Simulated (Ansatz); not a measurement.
# Hf2TiB2: the cost of one run

Method: DFT PBE, scalar-relativistic, plane waves, PAW, in Ansatz 0.2.0.

## 1. The system as given

The structure is hexagonal, space group P6/mmm (No. 191). The conventional cell has a = 3.976 Å, b = 3.976 Å, c = 5.045 Å, α = 90.00°, β = 90.00°, γ = 120.00°. Around Hf (site symmetry -6m2) lie 3 Ti at 2.30 Å and 3 Hf at 2.30 Å and 2 B at 2.52 Å. Around Ti (site symmetry 6/mmm) lie 6 Hf at 2.30 Å. Around B (site symmetry -6m2) lie 3 B at 2.30 Å and 2 Hf at 2.52 Å.

Structure file:

```
Hf Ti B
1.0
     3.97631    0.00000    0.00000
    -1.98815    3.44358    0.00000
     0.00000    0.00000    5.04466
Hf Ti B
2 1 2
Direct
  0.33333 0.66667 0.50000
  0.66667 0.33333 0.50000
  0.00000 0.00000 0.50000
  0.33333 0.66667 0.00000
  0.66667 0.33333 0.00000
```

A structure generator made this guess: random cell by space group and Wyckoff sites (P6/mmm, No. 191). Lengths come from tabulated atomic sizes and are only a guess.

## 2. A first look at the guess

input.yaml

```yaml
crystal:
  lattice:
    - [3.9763088, 0.0, 0.0]
    - [-1.9881544, 3.44358444, 0.0]
    - [0.0, 0.0, 5.04465816]
  atoms:
    - { symbol: Hf, position: [0.33333333, 0.66666667, 0.5] }
    - { symbol: Hf, position: [0.66666667, 0.33333333, 0.5] }
    - { symbol: Ti, position: [0.0, 0.0, 0.5] }
    - { symbol: B, position: [0.33333333, 0.66666667, 0.0] }
    - { symbol: B, position: [0.66666667, 0.33333333, 0.0] }
basis:
  ecutwfc: 420
kpoints:
  mp_grid: { grid: [6, 6, 4] }
hamiltonian:
  xc: pbe
scf:
  occupations: { method: gaussian, width: 0.1 }
  lower_state_search: "off"
output:
  forces: true
  stress: true
  eigenvalues: true
```

Launch:

```
$ ansatz run input.yaml --threads 1 --pin off --max-ram 2560MiB --backend cpu --events-out ev --progress --plain --runs-dir out
```

Q: Estimate wall time and peak memory on 1 thread of Intel Xeon Platinum 8488C (Sapphire Rapids), shared host.

About 4.1 s, with a peak of 0.44 GiB.
